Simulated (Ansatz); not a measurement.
Input of an Ansatz 0.2.0 run:

File input.yaml:

```yaml
crystal:
  lattice:
    - [3.014333, 0.0, 0.0]
    - [0.0, 3.014333, 0.0]
    - [0.0, 0.0, 4.222285]
  atoms:
    - { symbol: Ni, position: [0.0, 0.0, 0.0] }
    - { symbol: Co, position: [0.5, 0.5, 0.5] }
    - { symbol: O, position: [0.0, 0.0, 0.5] }
    - { symbol: O, position: [0.5, 0.5, 0.0] }
hamiltonian:
  xc: pbesol
  pseudopotentials: { kind: paw }
magnetization:
  spin_polarized: true
  initial_magnetization: 0.0
  spin_locking: { lock_magnetization: hard }
kpoints:
  mp_grid: { grid: [7, 7, 5] }
scf:
  occupations: { method: fermi_dirac, width: 0.05 }
  lower_state_search: "off"
output:
  forces: true
  stress: true
  eigenvalues: true
  write_density: true
  write_potential: true
  elf: true
  volumetric_format: npy
```

Potentials or basis: Ansatz PAW.

The run is started by

```bash
$ ansatz run input.yaml --threads 2 --pin off --max-ram 5632MiB --backend cpu --events-out ev --progress --plain --runs-dir out
```

Task: Predict the pressure.

Result: -23.8 GPa.

Stress tensor (GPa, compression positive):
```
-23.81   0.00   0.00
  0.00 -23.81   0.00
  0.00   0.00 -23.70
```

Caveat: the pressure holds a Pulay correction of +0.7 GPa for the finite cutoff; the total moment is fixed, so each spin has its own Fermi level; the PAW data sets come from PBE, with cores solved anew for the run's functional, which leaves a small shift of forces and pressure; the thresholds are loose for stress.
